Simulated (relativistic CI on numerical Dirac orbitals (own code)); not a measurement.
# Sb³¹⁺: one ion under different settings

How much do the settings matter for Sb³¹⁺? One ion, several inputs.

Program: relativistic CI on numerical Dirac orbitals (own code) version 3. Level of theory: Dirac-Coulomb-Breit CI, KLI orbitals optimised for each configuration, model QED (radiative potential, 1s self-energy scaled to tabulated hydrogen-like ionisation energies), numerical settings as typed. These are calculated values, not measurements, unless marked.

### 1 Starting point

* ion: Sb³¹⁺ (Sb XXXII)
* nuclear charge: 51
* electrons: 20
* isotope: A = 121

### 2 Usual settings

Settings of the run:

```ini
atom Sb  Z=51  charge=31  electrons=20
nucleus A=121  rms_radius_fm=4.6802
hamiltonian dirac-coulomb  breit=on  qed=on  c_scale=1
orbitals kli  potential=per-configuration
slater_scale 1
correlation none
mixing on
grid step=0.0125 r_max=3.7
scf mixing=0.4 start=green max_iterations=150 tolerance=2e-08 node_fill=0.05
configurations
  [Ar] 3d2
  [Ne] 3s2 3p5 3d3
  [Ne] 3s 3p6 3d3
end
```

Run with:

```bash
> python run_levels.py task.json out
```

One command runs all members of the session, one after another, from task.json.

### 3 QED terms off, tolerance 1e-10, end of the grid 2.59

Settings of the run:

```ini
atom Sb  Z=51  charge=31  electrons=20
nucleus A=121  rms_radius_fm=4.6802
hamiltonian dirac-coulomb  breit=on  qed=off  c_scale=1
orbitals kli  potential=per-configuration
slater_scale 1
correlation none
mixing on
grid step=0.0125 r_max=2.59
scf mixing=0.4 start=green max_iterations=150 tolerance=1e-10 node_fill=0.05
configurations
  [Ar] 3d2
  [Ne] 3s2 3p5 3d3
  [Ne] 3s 3p6 3d3
end
```

### 4 Speed-of-light factor 2, tolerance 1e-10, iteration limit 20

Settings of the run:

```ini
atom Sb  Z=51  charge=31  electrons=20
nucleus A=121  rms_radius_fm=4.6802
hamiltonian dirac-coulomb  breit=on  qed=on  c_scale=2
orbitals kli  potential=per-configuration
slater_scale 1
correlation none
mixing on
grid step=0.0125 r_max=3.7
scf mixing=0.4 start=green max_iterations=20 tolerance=1e-10 node_fill=0.05
configurations
  [Ar] 3d2
  [Ne] 3s2 3p5 3d3
  [Ne] 3s 3p6 3d3
end
```

### 5 Potential mixing 0.9

Settings of the run:

```ini
atom Sb  Z=51  charge=31  electrons=20
nucleus A=121  rms_radius_fm=4.6802
hamiltonian dirac-coulomb  breit=on  qed=on  c_scale=1
orbitals kli  potential=per-configuration
slater_scale 1
correlation none
mixing on
grid step=0.0125 r_max=3.7
scf mixing=0.9 start=green max_iterations=150 tolerance=2e-08 node_fill=0.05
configurations
  [Ar] 3d2
  [Ne] 3s2 3p5 3d3
  [Ne] 3s 3p6 3d3
end
```

### 6 QED terms off

Settings of the run:

```ini
atom Sb  Z=51  charge=31  electrons=20
nucleus A=121  rms_radius_fm=4.6802
hamiltonian dirac-coulomb  breit=on  qed=off  c_scale=1
orbitals kli  potential=per-configuration
slater_scale 1
correlation none
mixing on
grid step=0.0125 r_max=3.7
scf mixing=0.4 start=green max_iterations=150 tolerance=2e-08 node_fill=0.05
configurations
  [Ar] 3d2
  [Ne] 3s2 3p5 3d3
  [Ne] 3s 3p6 3d3
end
```

### 7 Grid step 0.15

Settings of the run:

```ini
atom Sb  Z=51  charge=31  electrons=20
nucleus A=121  rms_radius_fm=4.6802
hamiltonian dirac-coulomb  breit=on  qed=on  c_scale=1
orbitals kli  potential=per-configuration
slater_scale 1
correlation none
mixing on
grid step=0.15 r_max=3.7
scf mixing=0.4 start=green max_iterations=56 tolerance=2e-08 node_fill=0.05
configurations
  [Ar] 3d2
  [Ne] 3s2 3p5 3d3
  [Ne] 3s 3p6 3d3
end
```

(Steps that only read results are left out.)

Before running it: what results should come out? Wanted: lowest level, usual settings; total energy; first excitation.

As calculated:

| setting | total energy less usual (Ha) | largest shift of a level among the lowest eight of both runs, same label and place (cm⁻¹) | SCF iterations | time | lowest level | kind of change |
| --- | --- | --- | --- | --- | --- | --- |
| usual | 0 | 0 | 31 | 0.15 s | 3d2 3F2 | - |
| QED terms off, tolerance 1e-10, end of the grid 2.59 | -3.16 | 544 | 35 | 0.11 s | 3d2 3F2 | model term |
| speed-of-light factor 2, tolerance 1e-10, iteration limit 20 | 123 | 140000 | 33 | 0.13 s | 3d2 3F2 | unphysical constant |
| potential mixing 0.9 | 0 | 0 | 21 | 0.11 s | 3d2 3F2 | numerical |
| QED terms off | -3.16 | 544 | 31 | 0.1 s | 3d2 3F2 | model term |
| grid step 0.15 | 0.0136 | 568 | 30 | 0.049 s | 3d2 3F2 | unsound |

| quantity | value |
| --- | --- |
| lowest level, usual settings | 3d2 3F2 |
| total energy | -5795.9524 Ha |
| first excitation | 84619 cm⁻¹ |

What this shows: Among the runs whose levels can be followed, they move most under «speed-of-light factor 2, tolerance 1e-10, iteration limit 20» (unphysical constant), by up to 140000 cm⁻¹. No visible change in the result comes from «potential mixing 0.9». Under «grid step 0.15» the program warns: orbitals of one symmetry overlap by 4.3e-05. Only the listed configurations are in the model.
